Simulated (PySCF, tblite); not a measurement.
# C3H6Ge2NO radical: geometry, infrared bands and EPR parameters

Aim: predict the infrared bands and EPR parameters of C3H6Ge2NO radical (`N#[C][Ge@@H]1[CH2][CH][GeH2][O]1`).

Programs: tblite 0.8.0 and PySCF 2.14.0, with density-fitted response routines of our own. Each step states its level of theory. These are calculated values for one molecule in the gas phase, unless marked as measured. Atoms count from 0, in the outputs and in this text.

### Step 1. The molecule as given

13 atoms, charge 0, multiplicity 2; geometry from: force field or distance geometry start.

Bonds of the start (Å): N0–C1 1.16, C1–Ge2 1.89, Ge2–C3 1.95, C3–C4 1.51, C4–Ge5 1.93, Ge5–O6 1.79, O6–Ge2 1.80, Ge2–H7 1.52, C3–H8 1.10, C3–H9 1.11, C4–H10 1.10, Ge5–H11 1.53, Ge5–H12 1.57.

### Step 2. Optimising the geometry with GFN2-xTB

Job settings and geometry (Å):

```
{"job": {"kind": "relax", "xc": "GFN2-xTB", "basis": "xTB"}, "charge": 0, "multiplicity": 2}
N      2.911200    -0.524000    -0.950200
C      1.906700    -0.779800    -0.422200
Ge     0.287300    -1.210500     0.462100
C     -1.225400    -0.643800    -0.627600
C     -0.916500     0.820100    -0.805500
Ge    -0.065000     1.450600     0.807600
O      0.137500    -0.019300     1.808900
H      0.230400    -2.657900     0.934900
H     -1.299100    -1.174100    -1.588100
H     -2.145300    -0.698800    -0.004100
H     -0.321800     0.985000    -1.718400
H     -0.902300     2.501500     1.547300
H      1.398100     1.951600     0.537600
```

Command:

```bash
$ OMP_NUM_THREADS=1 python probes_run.py task.json out
```

The driver reads the jobs from task.json and runs them one after another.

**Question.** This job is followed by: GFN2-xTB harmonic vibrations, gas phase; UKS B3LYP, def2-TZVP-core on Ge, pcH-1 on C H N O, non-relativistic, mean-field spin-orbit, GIAO. What will the session give for the following? strongest single infrared mode (GFN2-xTB); zero-point energy (GFN2-xTB); g(iso) (B3LYP); ⟨S²⟩; largest a(iso); potential on the surface of density 0.002 e/bohr³, 1st and 99th percentile.

The runs gave:

| quantity | value |
| --- | --- |
| strongest single infrared mode (GFN2-xTB) | 1941 cm⁻¹, 502 km/mol |
| zero-point energy (GFN2-xTB) | 45.2 kcal/mol |
| g(iso) (B3LYP) | 2.00187 |
| ⟨S²⟩ | 0.754 (exact 0.75) |
| largest a(iso) | 1H on H9, 166.3 MHz |
| potential on the surface of density 0.002 e/bohr³, 1st and 99th percentile | -1.75 V and 1.85 V |

**Reading.** Over 105 steps the energy fell by 0.768 eV; of the close pairs, Ge2–Ge5 changed most, 2.706 to 3.001 Å. No mode is imaginary among the 33: a minimum at this level. The strongest single mode, at 1941 cm⁻¹, moves mainly H12. Unscaled tight-binding wavenumbers are off by several per cent, some by more. Its intensities can rank the bands wrongly. C4 carries the largest spin population, 0.98 e. The isotropic g lies 0.5 ppt below the free-electron value. The hyperfine terms hold no scalar relativity, which the heavier nuclei need. These values are for one conformer; the search (at its own cheap level) found 1 more, at 0.06 kcal/mol, and measured spectra average over such forms.
